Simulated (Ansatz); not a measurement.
# TaVN2: the cost of one run

Program: Ansatz 0.2.0. Level of theory: DFT PBE, scalar-relativistic, plane waves, PAW. These are calculated values, not measurements.

2 further runs of the same task are left out: 1 that didn't finish, 1 set aside as unsound or not needed.

**1. The starting structure**

Symmetry: I4/mmm, No. 139, tetragonal system. The conventional cell has a = 3.745 Å, b = 3.745 Å, c = 7.627 Å, α = 90.00°, β = 90.00°, γ = 90.00°. Around Ta (site symmetry 4/mmm) lie 2 N at 2.38 Å and 4 V at 2.65 Å. Around V (site symmetry 4/mmm) lie 2 N at 1.44 Å. N (site symmetry 4mm) has 1 V at 1.44 Å as nearest neighbours.

Structure file:

```
CELL_PARAMETERS angstrom
-1.87260 1.87260 3.81363
1.87260 -1.87260 3.81363
1.87260 1.87260 -3.81363
ATOMIC_POSITIONS crystal
Ta 0.00000 0.00000 0.00000
V 0.50000 0.50000 0.00000
N 0.68849 0.68849 0.00000
N 0.31151 0.31151 0.00000
```

A structure generator made this guess: random cell by space group and Wyckoff sites (I4/mmm, No. 139). Lengths come from tabulated atomic sizes and are only a guess.

**2. Probe: one point on a coarse mesh**

Contents of input.yaml:

```yaml
crystal:
  lattice:
    - [-1.8726028, 1.8726028, 3.81363418]
    - [1.8726028, -1.8726028, 3.81363418]
    - [1.8726028, 1.8726028, -3.81363418]
  atoms:
    - { symbol: Ta, position: [0.0, 0.0, 0.0] }
    - { symbol: V, position: [0.5, 0.5, 0.0], spin: 2.0 }
    - { symbol: "N", position: [0.68849294, 0.68849294, 0.0] }
    - { symbol: "N", position: [0.31150706, 0.31150706, 0.0] }
basis:
  ecutwfc: 420
kpoints:
  mp_grid: { grid: [6, 6, 6] }
hamiltonian:
  xc: pbe
scf:
  occupations: { method: gaussian, width: 0.1 }
  lower_state_search: "off"
output:
  forces: true
  stress: true
  eigenvalues: true
  populations: true
magnetization:
  spin_polarized: true
```

Command:

```
$ ansatz run input.yaml --threads 1 --pin off --max-ram 2560MiB --backend cpu --events-out ev --progress --plain --runs-dir out
```

Q: Estimate wall time and peak memory on 1 thread of Arm Neoverse V2, shared host.

About 7.7 s, with a peak of 0.38 GiB.
